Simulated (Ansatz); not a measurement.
# C2H8BNS: up Jacob's ladder to CCSD(T)

One table from this session's results is given with a row withheld; the runs are named, their logs left out.

The runs use Ansatz 0.2.0, Gaussian basis; functionals in def2-TZVPP, the program's frozen cores in correlated methods.

Plan: LDA (SPW92), PBE-D4, revPBE-D4, BLYP-D4, r2SCAN-D4, B97M-V, PBE0-D4, B3LYP-D4, r2SCANh-D4, r2SCAN0-D4, HSE06-D4, BHLYP-D4, CAM-B3LYP-D4, LC-ωPBE, ωB97X-V, ωB97M-V, B2PLYP, PBE-QIDH; CCSD(T)/def2-SVP; CCSD(T)/def2-TZVPP; MP2/def2-QZVPP; extrapolation to the limit; RPA on PBE.

## The geometry

All runs share one geometry, relaxed beforehand with PBE0-D4 in a triple-zeta def2 set.

SMILES `CN(C)BS`, 13 atoms, charge 0, spin multiplicity 1.

Atoms are counted from 1 here; the program's logs count them from 0.

Bond lengths: C1–N2 1.441 Å, C1–H6 1.088 Å, C1–H7 1.096 Å, C1–H8 1.096 Å, N2–C3 1.446 Å, N2–B4 1.394 Å, C3–H9 1.088 Å, C3–H10 1.097 Å, C3–H11 1.097 Å, B4–S5 1.812 Å, B4–H12 1.196 Å, S5–H13 1.342 Å. Angles: N2–C1–H6 111.3°, N2–C1–H7 110.9°, N2–C1–H8 110.7°, H6–C1–H7 108.2°, H6–C1–H8 108.0°, H7–C1–H8 107.7°, C1–N2–C3 112.5°, C1–N2–B4 126.6°, C3–N2–B4 120.9°, N2–C3–H9 110.0°, N2–C3–H10 110.9°, N2–C3–H11 110.9°, H9–C3–H10 108.7°, H9–C3–H11 108.7°, H10–C3–H11 107.7°, N2–B4–S5 128.7°, N2–B4–H12 118.5°, S5–B4–H12 112.8° and more.

The first run:

in.yaml

```yaml
crystal:
  periodic: [false, false, false]
  atoms:
    - {symbol: C, position_ang: [-1.023472, 0.136199, -0.765798]}
    - {symbol: N, position_ang: [0.119303, -0.128280, 0.070833]}
    - {symbol: C, position_ang: [0.513891, -1.519455, 0.044019]}
    - {symbol: B, position_ang: [0.819679, 0.799835, 0.838991]}
    - {symbol: S, position_ang: [0.524428, 2.578812, 1.015610]}
    - {symbol: H, position_ang: [-1.323888, 1.179970, -0.706541]}
    - {symbol: H, position_ang: [-0.802723, -0.096664, -1.814147]}
    - {symbol: H, position_ang: [-1.877274, -0.479625, -0.460253]}
    - {symbol: H, position_ang: [1.377503, -1.673793, 0.688183]}
    - {symbol: H, position_ang: [0.775162, -1.832202, -0.974098]}
    - {symbol: H, position_ang: [-0.302917, -2.163780, 0.390662]}
    - {symbol: H, position_ang: [1.749831, 0.418430, 1.486586]}
    - {symbol: H, position_ang: [-0.529123, 2.745751, 0.200655]}
basis:
  gaussian: {orbitals: def2-TZVPP}
hamiltonian: {xc: lda}
output: {orbitals: {seedname: orbitals}}
```

Launch:

```bash
$ ansatz run in.yaml --threads 4 --pin off --events-out ev --progress --plain --max-ram 10444MiB
```

Steps of the session up to this table: LDA; PBE-D4 (GGA); revPBE-D4 (GGA); BLYP-D4 (GGA); r2SCAN-D4 (meta-GGA); B97M-V (meta-GGA); PBE0-D4 (hybrid); B3LYP-D4 (hybrid); r2SCANh-D4 (hybrid); r2SCAN0-D4 (hybrid); HSE06-D4 (hybrid); BHLYP-D4 (hybrid); CAM-B3LYP-D4 (range-separated); LC-ωPBE (range-separated); ωB97X-V (range-separated); ωB97M-V (range-separated); B2PLYP (double hybrid); PBE-QIDH (double hybrid).

One of the session's tables, all rows but one given; the rest of the session is left out.

It belongs to the step «Frontier levels by functional». 

| functional | HOMO (eV) | LUMO (eV) | gap (eV) |
| --- | --- | --- | --- |
| LDA (SPW92) | -5.72 | -0.71 | 5.02 |
| PBE-D4 | -5.60 | -0.49 | 5.11 |
| revPBE-D4 | -5.55 | -0.40 | 5.15 |
| BLYP-D4 | -5.45 | -0.34 | 5.11 |
| r2SCAN-D4 | -5.84 | -0.18 | 5.66 |
| B97M-V | -5.96 | -0.21 | 5.74 |
| PBE0-D4 | ? | ? | ? |
| B3LYP-D4 | -6.57 | 0.21 | 6.79 |
| r2SCANh-D4 | -6.28 | 0.14 | 6.43 |
| r2SCAN0-D4 | -6.96 | 0.61 | 7.57 |
| HSE06-D4 | -6.40 | 0.04 | 6.44 |
| BHLYP-D4 | -7.89 | 1.38 | 9.26 |
| CAM-B3LYP-D4 | -8.09 | 1.47 | 9.56 |
| LC-ωPBE | -9.44 | 2.59 | 12.03 |
| ωB97X-V | -9.10 | 2.48 | 11.58 |
| ωB97M-V | -8.97 | 2.22 | 11.20 |

Estimate the missing values for PBE0-D4.

As computed: HOMO (eV): -6.80; LUMO (eV): 0.42; gap (eV): 7.22. In the column «HOMO (eV)» it lies between r2SCAN0-D4 (-6.96) and B3LYP-D4 (-6.57).
